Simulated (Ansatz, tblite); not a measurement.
**The cluster Cu5H5: one state, many levels, part 1 of 2**

Aim: run the singlet of the cluster Cu5H5 at one geometry on many levels, and compare frontier levels, spin and run time.

The runs use Ansatz 0.2.0, Gaussian basis; as each input shows.

The runs, in order: GFN1-xTB, GFN2-xTB, PBE-D4/def2-TZVP, r2SCAN-D4/def2-TZVP, HSE06-D4/def2-TZVP, HF/def2-TZVP, PBE+10HF/def2-SVP, PBE+15HF/def2-SVP, PBE+40HF/def2-SVP, PBE-D4/def2-SVP, PBE0-D4/def2-SVP, HF/6-31G, B3LYP-D4/6-31G, PBE0-D4/def2-TZVPD, PBE-D4/def2-TZVPD, r2SCAN-D4/def2-TZVPD, CCSD(T)/def2-SVP, MP2/def2-TZVP, RPA/def2-TZVP.

6 further runs of the same task are left out: 4 that didn't finish, 2 set aside as unsound or not needed. Runs told in other sessions of the task aren't counted.

### Step 1. The structure

The geometry is that of the singlet, from an earlier relaxation (PBE-D4/def2-SVP). At that level it is the lowest of the isomers that a small search found.

10 atoms, charge 0, spin multiplicity 1.

Bond lengths: Cu1–Cu3 2.376 Å, Cu1–Cu5 2.370 Å, Cu1–H8 1.614 Å, Cu1–H9 1.616 Å, Cu2–Cu4 2.380 Å, Cu2–Cu5 2.375 Å, Cu2–H6 1.615 Å, Cu2–H10 1.613 Å, Cu3–Cu4 2.383 Å, Cu3–H7 1.613 Å, Cu3–H8 1.615 Å, Cu4–H7 1.612 Å, Cu4–H10 1.613 Å, Cu5–H6 1.613 Å, Cu5–H9 1.616 Å. Angles: Cu3–Cu1–Cu5 107.9°, Cu3–Cu1–H8 42.6°, Cu3–Cu1–H9 147.2°, Cu5–Cu1–H8 146.9°, Cu5–Cu1–H9 42.8°, H8–Cu1–H9 169.8°, Cu4–Cu2–Cu5 107.9°, Cu4–Cu2–H6 148.9°, Cu4–Cu2–H10 42.5°, Cu5–Cu2–H6 42.6°, Cu5–Cu2–H10 148.6°, H6–Cu2–H10 168.5°, Cu1–Cu3–Cu4 107.7°, Cu1–Cu3–H7 148.8°, Cu1–Cu3–H8 42.6°, Cu4–Cu3–H7 42.3°, Cu4–Cu3–H8 149.1°, H7–Cu3–H8 168.4° and more.

No spin-orbit coupling is included.

PBE0-D4/def2-TZVP was run before; its log isn't repeated, and its numbers join the tables.

### Step 2. GFN1-xTB

Tight binding, by tblite at 300 K electronic temperature and without a spin-polarisation term:

```python
tblite.interface.Calculator('GFN1-xTB', numbers, positions, charge=0, uhf=0).singlepoint()
```

Energy -689.9987 eV, HOMO -11.45 eV, LUMO -9.47 eV; 0.006 s.

### Step 3. GFN2-xTB

Tight binding, by tblite at 300 K electronic temperature and without a spin-polarisation term:

```python
tblite.interface.Calculator('GFN2-xTB', numbers, positions, charge=0, uhf=0).singlepoint()
```

Energy -605.0993 eV, HOMO -9.21 eV, LUMO -2.65 eV; 0.005 s.

### Step 4. PBE-D4/def2-TZVP

start.molden holds the orbitals of an earlier run on this state, given as this run's starting guess.

in.yaml

```yaml
crystal:
  periodic: [false, false, false]
  atoms:
    - {symbol: Cu, position_ang: [1.819165, 0.879145, 0.003015]}
    - {symbol: Cu, position_ang: [-1.286895, -1.070951, -1.120759]}
    - {symbol: Cu, position_ang: [0.356193, 0.680168, 1.864212]}
    - {symbol: Cu, position_ang: [-1.688803, -0.258995, 1.080136]}
    - {symbol: Cu, position_ang: [0.811331, -0.220742, -1.838811]}
    - {symbol: H, position_ang: [-0.247143, -1.335995, -2.327847]}
    - {symbol: H, position_ang: [-1.135584, 0.434613, 2.426001]}
    - {symbol: H, position_ang: [1.914676, 1.016035, 1.607901]}
    - {symbol: H, position_ang: [1.981215, 0.869193, -1.605081]}
    - {symbol: H, position_ang: [-2.524145, -0.992482, -0.088777]}
basis:
  gaussian: {orbitals: def2-TZVP, initial_orbitals: start.molden}
hamiltonian: {xc: pbe, dispersion: d4}
scf: {omitted_lower_state_checks: [starts]}
output: {orbitals: {seedname: orbitals}}
```

The run is started by

```
$ ansatz run in.yaml --threads 4 --pin off --events-out ev --progress --plain --max-ram 4787MiB
```

What it wrote:

```text
Functional definition: PBE
  name "PBE"
  cite "Perdew, Burke & Ernzerhof, Phys. Rev. Lett. 77, 3865 (1996) doi:10.1103/PhysRevLett.77.3865"
  parent pbe
  parameter kappa = 0.804
  parameter beta = 0.06672455060314922
  exchange = pbe_x(kappa = kappa, mu = beta*pi^2/3)
  correlation = pbe_c(beta = beta)
these checks for a lower state are left out or cut short: starts
2485 factors; their error is unknown
mean field evaluation 1: about -223257.1640 eV, gradient 1.7e1 eV
mean field evaluation 2: about -223257.6585 eV, gradient 6.4e-1 eV
mean field evaluation 4: about -223257.5208 eV, gradient 7.7e-2 eV
mean field -223257.52081783 eV, -8204.5625606724 hartree, gradient 6.8e-6 eV, S^2 0.000000; 0 other end points of the search recorded, 0 dependent functions left out
reference -223257.52087706 eV, -8204.5625628491 hartree; 75, 75 occupied and 180, 180 virtual orbitals, 2485 factors
Total energy: -223257.90807850 eV, -8204.5767922396 hartree
Checks for a lower state left out: starts
```

It took 5.5 s on 4 threads of Arm Neoverse V2, shared host; peak memory 0.58 GiB.

Report: HOMO -5.81 eV, LUMO -2.71 eV.

### Step 5. r2SCAN-D4/def2-TZVP

in.yaml: that of step 4 with these lines changed.

```diff
@@ -15,3 +15,3 @@
   gaussian: {orbitals: def2-TZVP, initial_orbitals: start.molden}
-hamiltonian: {xc: pbe, dispersion: d4}
+hamiltonian: {xc: r2scan, dispersion: d4}
 scf: {omitted_lower_state_checks: [starts]}
```

Same command.

What it wrote:

```text
Functional definition: r2SCAN
  name "r2SCAN"
  cite "Furness, Kaplan, Ning, Perdew & Sun, J. Phys. Chem. Lett. 11, 8208 (2020) doi:10.1021/acs.jpclett.0c02405"
  cite "Furness, Kaplan, Ning, Perdew & Sun, J. Phys. Chem. Lett. 11, 9248 (2020) doi:10.1021/acs.jpclett.0c03077"
  parent r2scan
  parameter k0 = 0.174
  parameter k1 = 0.065
  parameter a1 = 4.9479
  exchange = r2scan_x(k0 = k0, k1 = k1, a1 = a1)
  correlation = r2scan_c
these checks for a lower state are left out or cut short: starts
2485 factors; their error is unknown
mean field evaluation 1: about -223289.0156 eV, gradient 1.1e1 eV
mean field evaluation 2: about -223289.2338 eV, gradient 4.1e-1 eV
mean field evaluation 4: about -223289.1044 eV, gradient 5.7e-2 eV
mean field -223289.10441528 eV, -8205.7232364706 hartree, gradient 2.3e-5 eV, S^2 0.000000; 0 other end points of the search recorded, 0 dependent functions left out
reference -223289.10443703 eV, -8205.7232372700 hartree; 75, 75 occupied and 180, 180 virtual orbitals, 2485 factors
Total energy: -223289.19007364 eV, -8205.7263843574 hartree
Checks for a lower state left out: starts
```

It took 13 s on 4 threads of Arm Neoverse V2, shared host; peak memory 0.64 GiB.

Report: HOMO -5.85 eV, LUMO -2.55 eV.

### Step 6. HSE06-D4/def2-TZVP

in.yaml: that of step 5 with these lines changed.

```diff
@@ -15,3 +15,3 @@
   gaussian: {orbitals: def2-TZVP, initial_orbitals: start.molden}
-hamiltonian: {xc: r2scan, dispersion: d4}
+hamiltonian: {xc: hse06, dispersion: d4}
 scf: {omitted_lower_state_checks: [starts]}
```

Launched as before.

What it wrote, cut to the lines that bear on the results:

```text
Functional definition: HSE06
  name "HSE06"
  cite "Heyd, Scuseria & Ernzerhof, J. Chem. Phys. 118, 8207 (2003) doi:10.1063/1.1564060"
  cite "Krukau, Vydrov, Izmaylov & Scuseria, J. Chem. Phys. 125, 224106 (2006) doi:10.1063/1.2404663"
  cite "Heyd & Scuseria, J. Chem. Phys. 120, 7274 (2004) doi:10.1063/1.1668634"
  cite "Ernzerhof & Perdew, J. Chem. Phys. 109, 3313 (1998) doi:10.1063/1.476928"
  cite "Perdew, Burke & Ernzerhof, Phys. Rev. Lett. 77, 3865 (1996) doi:10.1103/PhysRevLett.77.3865"
  parent pbe
[...]
  # The whole range is PBE's own exchange, as in plane waves. The composition of these papers is wPBEh.
[...]
2605 factors; integrals over basis functions are off by at most 7.6e-4 eV
105 factors; integrals over basis functions are off by at most 2.1e-6 eV
[...]
mean field -223256.02938058 eV, -8204.5077513644 hartree, gradient 2.2e-5 eV, S^2 0.000000; 0 other end points of the search recorded, 0 dependent functions left out
reference -223256.02944269 eV, -8204.5077536468 hartree; 75, 75 occupied and 180, 180 virtual orbitals, 2605 factors
Total energy: -223256.35288313 eV, -8204.5196398637 hartree
Checks for a lower state left out: starts
```

It took 11 s on 4 threads of Arm Neoverse V2, shared host; peak memory 1.2 GiB.

Report: HOMO -6.87 eV, LUMO -2.27 eV.

### Step 7. HF/def2-TZVP

in.yaml: that of step 6 with these lines changed.

```diff
@@ -15,3 +15,3 @@
   gaussian: {orbitals: def2-TZVP, initial_orbitals: start.molden}
-hamiltonian: {xc: hse06, dispersion: d4}
+hamiltonian: {xc: hf}
 scf: {omitted_lower_state_checks: [starts]}
```

Launched as before.

What it wrote:

```text
Functional definition: HF
  name "HF"
  cite "Fock, Z. Phys. 61, 126 (1930) doi:10.1007/BF01340294"
  parent pbe
  exchange = exact_x
  correlation = 0
these checks for a lower state are left out or cut short: starts
2605 factors; integrals over basis functions are off by at most 7.6e-4 eV
mean field evaluation 1: about -223063.5712 eV, gradient 4.8e1 eV
mean field evaluation 2: about -223066.8883 eV, gradient 4.3e0 eV
mean field evaluation 4: about -223067.8664 eV, gradient 2.8e0 eV
mean field evaluation 8: about -223067.8839 eV, gradient 3.6e-4 eV
mean field -223067.88391847 eV, -8197.5935331615 hartree, gradient 2.6e-5 eV, S^2 0.000000; 0 other end points of the search recorded, 0 dependent functions left out
reference -223067.88391847 eV, -8197.5935331615 hartree; 75, 75 occupied and 180, 180 virtual orbitals, 2605 factors
Total energy: -223067.88391847 eV, -8197.5935331615 hartree
Checks for a lower state left out: starts
```

Run time: 8 s. Hardware: 4 threads of Arm Neoverse V2, shared host; peak memory 1.1 GiB.

HOMO -10.63 eV, LUMO 1.13 eV.

### Step 8. PBE+10HF/def2-SVP

in.yaml: that of step 7 with these lines changed.

```diff
@@ -14,4 +14,4 @@
 basis:
-  gaussian: {orbitals: def2-TZVP, initial_orbitals: start.molden}
-hamiltonian: {xc: hf}
+  gaussian: {orbitals: def2-SVP, initial_orbitals: start.molden}
+hamiltonian: {xc: {text: "exchange = 0.90*pbe_x + 0.10*exact_x\ncorrelation = pbe_c"}}
 scf: {omitted_lower_state_checks: [starts]}
```

The command is unchanged.

What it wrote:

```text
Functional definition: unnamed
  exchange = 0.90*pbe_x + 0.10*exact_x
  correlation = pbe_c
these checks for a lower state are left out or cut short: starts
2000 factors; integrals over basis functions are off by at most 1.2e-3 eV
mean field evaluation 1: about -223222.4666 eV, gradient 1.8e1 eV
mean field evaluation 2: about -223223.0701 eV, gradient 8.0e-1 eV
mean field evaluation 4: about -223223.1867 eV, gradient 1.1e-2 eV
mean field -223223.18666189 eV, -8203.3008037143 hartree, gradient 2.4e-5 eV, S^2 0.000000; 0 other end points of the search recorded, 0 dependent functions left out
reference -223223.18672488 eV, -8203.3008060290 hartree; 75, 75 occupied and 105, 105 virtual orbitals, 2000 factors
Total energy: -223223.18672488 eV, -8203.3008060290 hartree
Checks for a lower state left out: starts
```

It took 6.5 s on 4 threads of Arm Neoverse V2, shared host; peak memory 0.69 GiB.

From the report: HOMO -6.03 eV, LUMO -2.03 eV.

### Step 9. PBE+15HF/def2-SVP

in.yaml: that of step 8 with these lines changed.

```diff
@@ -15,3 +15,3 @@
   gaussian: {orbitals: def2-SVP, initial_orbitals: start.molden}
-hamiltonian: {xc: {text: "exchange = 0.90*pbe_x + 0.10*exact_x\ncorrelation = pbe_c"}}
+hamiltonian: {xc: {text: "exchange = 0.85*pbe_x + 0.15*exact_x\ncorrelation = pbe_c"}}
 scf: {omitted_lower_state_checks: [starts]}
```

The command is unchanged.

What it wrote:

```text
Functional definition: unnamed
  exchange = 0.85*pbe_x + 0.15*exact_x
  correlation = pbe_c
these checks for a lower state are left out or cut short: starts
2000 factors; integrals over basis functions are off by at most 1.2e-3 eV
mean field evaluation 1: about -223222.4414 eV, gradient 1.9e1 eV
mean field evaluation 2: about -223223.0654 eV, gradient 7.6e-1 eV
mean field evaluation 4: about -223223.2437 eV, gradient 7.3e-3 eV
mean field -223223.24369119 eV, -8203.3028995024 hartree, gradient 2.4e-5 eV, S^2 0.000000; 0 other end points of the search recorded, 0 dependent functions left out
reference -223223.24375210 eV, -8203.3029017407 hartree; 75, 75 occupied and 105, 105 virtual orbitals, 2000 factors
Total energy: -223223.24375210 eV, -8203.3029017407 hartree
Checks for a lower state left out: starts
```

It took 6.5 s on 4 threads of Arm Neoverse V2, shared host; peak memory 0.69 GiB.

Report: HOMO -6.34 eV, LUMO -1.88 eV.

### Step 10. PBE+40HF/def2-SVP

in.yaml: that of step 9 with these lines changed.

```diff
@@ -15,3 +15,3 @@
   gaussian: {orbitals: def2-SVP, initial_orbitals: start.molden}
-hamiltonian: {xc: {text: "exchange = 0.85*pbe_x + 0.15*exact_x\ncorrelation = pbe_c"}}
+hamiltonian: {xc: {text: "exchange = 0.60*pbe_x + 0.40*exact_x\ncorrelation = pbe_c"}}
 scf: {omitted_lower_state_checks: [starts]}
```

Launched as before.

What it wrote:

```text
Functional definition: unnamed
  exchange = 0.60*pbe_x + 0.40*exact_x
  correlation = pbe_c
these checks for a lower state are left out or cut short: starts
2000 factors; integrals over basis functions are off by at most 1.2e-3 eV
mean field evaluation 1: about -223222.3154 eV, gradient 2.7e1 eV
mean field evaluation 2: about -223223.4466 eV, gradient 1.3e0 eV
mean field evaluation 4: about -223223.9290 eV, gradient 1.0e-2 eV
mean field -223223.92895527 eV, -8203.3280824929 hartree, gradient 3.7e-5 eV, S^2 0.000000; 0 other end points of the search recorded, 0 dependent functions left out
reference -223223.92900312 eV, -8203.3280842512 hartree; 75, 75 occupied and 105, 105 virtual orbitals, 2000 factors
Total energy: -223223.92900312 eV, -8203.3280842512 hartree
Checks for a lower state left out: starts
```

Run time: 7 s. Hardware: 4 threads of Arm Neoverse V2, shared host; peak memory 0.69 GiB.

HOMO -7.84 eV, LUMO -1.11 eV.

### Step 11. PBE-D4/def2-SVP

in.yaml: that of step 10 with these lines changed.

```diff
@@ -15,3 +15,3 @@
   gaussian: {orbitals: def2-SVP, initial_orbitals: start.molden}
-hamiltonian: {xc: {text: "exchange = 0.60*pbe_x + 0.40*exact_x\ncorrelation = pbe_c"}}
+hamiltonian: {xc: pbe, dispersion: d4}
 scf: {omitted_lower_state_checks: [starts]}
```

Same command.

What it wrote:

```text
Functional definition: PBE
  name "PBE"
  cite "Perdew, Burke & Ernzerhof, Phys. Rev. Lett. 77, 3865 (1996) doi:10.1103/PhysRevLett.77.3865"
  parent pbe
  parameter kappa = 0.804
  parameter beta = 0.06672455060314922
  exchange = pbe_x(kappa = kappa, mu = beta*pi^2/3)
  correlation = pbe_c(beta = beta)
these checks for a lower state are left out or cut short: starts
2210 factors; their error is unknown
mean field evaluation 1: about -223222.6044 eV, gradient 1.6e1 eV
mean field evaluation 2: about -223223.2595 eV, gradient 9.2e-1 eV
mean field evaluation 4: about -223223.1619 eV, gradient 3.9e-1 eV
mean field evaluation 8: about -223223.1621 eV, gradient 1.8e-5 eV
mean field -223223.16210305 eV, -8203.2999011935 hartree, gradient 1.8e-5 eV, S^2 0.000000; 0 other end points of the search recorded, 0 dependent functions left out
reference -223223.16216960 eV, -8203.2999036392 hartree; 75, 75 occupied and 105, 105 virtual orbitals, 2210 factors
Total energy: -223223.54937104 eV, -8203.3141330297 hartree
Checks for a lower state left out: starts
```

Wall time 3.7 s (4 threads of Arm Neoverse V2, shared host).

From the report: HOMO -5.42 eV, LUMO -2.33 eV.

### Step 12. PBE0-D4/def2-SVP

in.yaml: that of step 11 with these lines changed.

```diff
@@ -15,3 +15,3 @@
   gaussian: {orbitals: def2-SVP, initial_orbitals: start.molden}
-hamiltonian: {xc: pbe, dispersion: d4}
+hamiltonian: {xc: pbe0, dispersion: d4}
 scf: {omitted_lower_state_checks: [starts]}
```

The command is unchanged.

What it wrote:

```text
Functional definition: PBE0
  name "PBE0"
  cite "Adamo & Barone, J. Chem. Phys. 110, 6158 (1999) doi:10.1063/1.478522"
  cite "Perdew, Burke & Ernzerhof, Phys. Rev. Lett. 77, 3865 (1996) doi:10.1103/PhysRevLett.77.3865"
  parent pbe
  parameter a = 0.25
  parameter kappa = 0.804
  parameter beta = 0.06672455060314922
  exchange = (1 - a)*pbe_x(kappa = kappa, mu = beta*pi^2/3) + a*exact_x
  correlation = pbe_c(beta = beta)
these checks for a lower state are left out or cut short: starts
2000 factors; integrals over basis functions are off by at most 1.2e-3 eV
mean field evaluation 1: about -223222.3910 eV, gradient 2.2e1 eV
mean field evaluation 2: about -223223.1407 eV, gradient 8.5e-1 eV
mean field evaluation 4: about -223223.4409 eV, gradient 5.1e-3 eV
mean field -223223.44090483 eV, -8203.3101469699 hartree, gradient 2.9e-5 eV, S^2 0.000000; 0 other end points of the search recorded, 0 dependent functions left out
reference -223223.44096099 eV, -8203.3101490339 hartree; 75, 75 occupied and 105, 105 virtual orbitals, 2000 factors
Total energy: -223223.77716640 eV, -8203.3225043546 hartree
Checks for a lower state left out: starts
```

It took 7 s on 4 threads of Arm Neoverse V2, shared host; peak memory 0.69 GiB.

HOMO -6.96 eV, LUMO -1.57 eV.

### Step 13. HF/6-31G

in.yaml: that of step 12 with these lines changed.

```diff
@@ -14,4 +14,4 @@
 basis:
-  gaussian: {orbitals: def2-SVP, initial_orbitals: start.molden}
-hamiltonian: {xc: pbe0, dispersion: d4}
+  gaussian: {orbitals: 6-31G}
+hamiltonian: {xc: hf}
 scf: {omitted_lower_state_checks: [starts]}
```

Same command.

What it wrote:

```text
Functional definition: HF
  name "HF"
  cite "Fock, Z. Phys. 61, 126 (1930) doi:10.1007/BF01340294"
  parent pbe
  exchange = exact_x
  correlation = 0
these checks for a lower state are left out or cut short: starts
1575 factors; integrals over basis functions are off by at most 8.2e-4 eV
mean field evaluation 1: about -223010.8659 eV, gradient 1.1e2 eV
mean field evaluation 2: about -223010.9004 eV, gradient 1.1e2 eV
mean field evaluation 4: about -223025.9400 eV, gradient 6.6e0 eV
mean field evaluation 8: about -223026.1942 eV, gradient 1.8e-1 eV
mean field -223026.19880830 eV, -8196.0616336179 hartree, gradient 1.8e-5 eV, S^2 0.000000; 0 other end points of the search recorded, 0 dependent functions left out
reference -223026.19880830 eV, -8196.0616336179 hartree; 75, 75 occupied and 80, 80 virtual orbitals, 1575 factors
Total energy: -223026.19880830 eV, -8196.0616336179 hartree
Checks for a lower state left out: starts
```

It took 3 s on 4 threads of Arm Neoverse V2, shared host; peak memory 0.57 GiB.

From the report: HOMO -9.85 eV, LUMO 0.69 eV.

### Step 14. B3LYP-D4/6-31G

in.yaml: that of step 13 with these lines changed.

```diff
@@ -15,3 +15,3 @@
   gaussian: {orbitals: 6-31G}
-hamiltonian: {xc: hf}
+hamiltonian: {xc: {name: B3LYP}, dispersion: d4}
 scf: {omitted_lower_state_checks: [starts]}
```

Same command.

What it wrote, cut to the lines that bear on the results:

```text
Functional definition: B3LYP
  name "B3LYP"
  cite "Stephens, Devlin, Chabalowski & Frisch, J. Phys. Chem. 98, 11623 (1994) doi:10.1021/j100096a001"
  cite "Becke, Phys. Rev. A 38, 3098 (1988) doi:10.1103/PhysRevA.38.3098"
  cite "Lee, Yang & Parr, Phys. Rev. B 37, 785 (1988) doi:10.1103/PhysRevB.37.785"
  cite "Vosko, Wilk & Nusair, Can. J. Phys. 58, 1200 (1980) doi:10.1139/p80-159"
[...]
1575 factors; integrals over basis functions are off by at most 8.2e-4 eV
[...]
mean field -223252.60691141 eV, -8204.3819779423 hartree, gradient 7.5e-5 eV, S^2 0.000000; 0 other end points of the search recorded, 0 dependent functions left out
reference -223252.60716721 eV, -8204.3819873429 hartree; 75, 75 occupied and 80, 80 virtual orbitals, 1575 factors
Total energy: -223253.24698073 eV, -8204.4055000561 hartree
Checks for a lower state left out: starts
```

Run time: 5.5 s. Hardware: 4 threads of Arm Neoverse V2, shared host; peak memory 0.64 GiB.

HOMO -5.95 eV, LUMO -2.09 eV.

### Step 15. PBE0-D4/def2-TZVPD

in.yaml: that of step 14 with these lines changed.

```diff
@@ -14,4 +14,4 @@
 basis:
-  gaussian: {orbitals: 6-31G}
-hamiltonian: {xc: {name: B3LYP}, dispersion: d4}
+  gaussian: {orbitals: def2-TZVPD, initial_orbitals: start.molden}
+hamiltonian: {xc: pbe0, dispersion: d4}
 scf: {omitted_lower_state_checks: [starts]}
```

Launched as before.

What it wrote:

```text
Functional definition: PBE0
  name "PBE0"
  cite "Adamo & Barone, J. Chem. Phys. 110, 6158 (1999) doi:10.1063/1.478522"
  cite "Perdew, Burke & Ernzerhof, Phys. Rev. Lett. 77, 3865 (1996) doi:10.1103/PhysRevLett.77.3865"
  parent pbe
  parameter a = 0.25
  parameter kappa = 0.804
  parameter beta = 0.06672455060314922
  exchange = (1 - a)*pbe_x(kappa = kappa, mu = beta*pi^2/3) + a*exact_x
  correlation = pbe_c(beta = beta)
these checks for a lower state are left out or cut short: starts
2995 factors; their error is unknown
mean field evaluation 1: about -223255.9236 eV, gradient 1.2e1 eV
mean field evaluation 2: about -223256.0003 eV, gradient 1.4e-1 eV
mean field evaluation 4: about -223256.5599 eV, gradient 3.3e-4 eV
mean field -223256.55994151 eV, -8204.5272491191 hartree, gradient 1.2e-5 eV, S^2 0.000000; 0 other end points of the search recorded, 0 dependent functions left out
reference -223256.55998520 eV, -8204.5272507246 hartree; 75, 75 occupied and 210, 210 virtual orbitals, 2995 factors
Total energy: -223256.89619061 eV, -8204.5396060453 hartree
Checks for a lower state left out: starts
```

It took 18 s on 4 threads of Arm Neoverse V2, shared host; peak memory 1.8 GiB.

From the report: HOMO -7.28 eV, LUMO -2.09 eV.

### Step 16. PBE-D4/def2-TZVPD

in.yaml: that of step 15 with these lines changed.

```diff
@@ -15,3 +15,3 @@
   gaussian: {orbitals: def2-TZVPD, initial_orbitals: start.molden}
-hamiltonian: {xc: pbe0, dispersion: d4}
+hamiltonian: {xc: pbe, dispersion: d4}
 scf: {omitted_lower_state_checks: [starts]}
```

Launched as before.

What it wrote:

```text
Functional definition: PBE
  name "PBE"
  cite "Perdew, Burke & Ernzerhof, Phys. Rev. Lett. 77, 3865 (1996) doi:10.1103/PhysRevLett.77.3865"
  parent pbe
  parameter kappa = 0.804
  parameter beta = 0.06672455060314922
  exchange = pbe_x(kappa = kappa, mu = beta*pi^2/3)
  correlation = pbe_c(beta = beta)
these checks for a lower state are left out or cut short: starts
2600 factors; their error is unknown
mean field evaluation 1: about -223257.0947 eV, gradient 2.1e1 eV
mean field evaluation 2: about -223257.6918 eV, gradient 7.8e-1 eV
mean field evaluation 4: about -223257.6248 eV, gradient 5.6e-2 eV
mean field -223257.62484663 eV, -8204.5663836605 hartree, gradient 2.7e-5 eV, S^2 0.000000; 0 other end points of the search recorded, 0 dependent functions left out
reference -223257.62490917 eV, -8204.5663859586 hartree; 75, 75 occupied and 210, 210 virtual orbitals, 2600 factors
Total energy: -223258.01211061 eV, -8204.5806153491 hartree
Checks for a lower state left out: starts
```

Wall time 7.5 s (4 threads of Arm Neoverse V2, shared host); peak memory 0.7 GiB.

HOMO -5.81 eV, LUMO -2.83 eV.

(Continued in part 2 of 2.)
